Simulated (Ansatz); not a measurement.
# GeMo: the cost of one run

Program: Ansatz 0.2.0, Gaussian basis. Level of theory: def2-TZVPP, core rule «outside noble gas», up to 18 orbitals frozen. These are calculated values, not measurements.

The runs, in order: UHF; CCSD(T) on ROHF; CCSD(T) on UHF; CCSDT(Q) on UHF.

9 further runs of the same task are left out: 4 for a known fault of the program, 1 that didn't finish, 4 set aside as unsound or not needed.

## 1. The geometry

The geometry is a PBE0/def2-TZVP stationary point (not a proven minimum) of the parent state, kept for this charge and spin. No spin-orbit coupling is included. Elements past krypton take def2 core potentials. The filled d shell of Ge may be among the frozen orbitals whatever the setting's name suggests; the logs give the count.

2 atoms, charge 1, spin multiplicity 2.

Atoms are counted from 1 here; the program's logs count them from 0.

Bond lengths: Mo1–Ge2 2.250 Å.

## 2. UHF

File in.yaml:

```yaml
crystal:
  periodic: [false, false, false]
  atoms:
    - {symbol: Mo, position_ang: [0.000000, 0.000000, 0.000000]}
    - {symbol: Ge, position_ang: [0.000000, 0.000000, 2.249600]}
basis:
  gaussian: {orbitals: def2-TZVPP}
total_charge: 1
magnetization: {spin_polarized: true, initial_magnetization: 1}
hamiltonian: {xc: hf}
output: {orbitals: {seedname: orbitals}}
```

Run with:

```console
> ansatz run in.yaml --threads 1 --pin off --events-out ev --progress --plain --max-ram 4096MiB --backend cpu
```

What time and memory should one allow on 1 thread of AMD EPYC 7R13, shared host?

About 55 s, with a peak of 0.32 GiB.
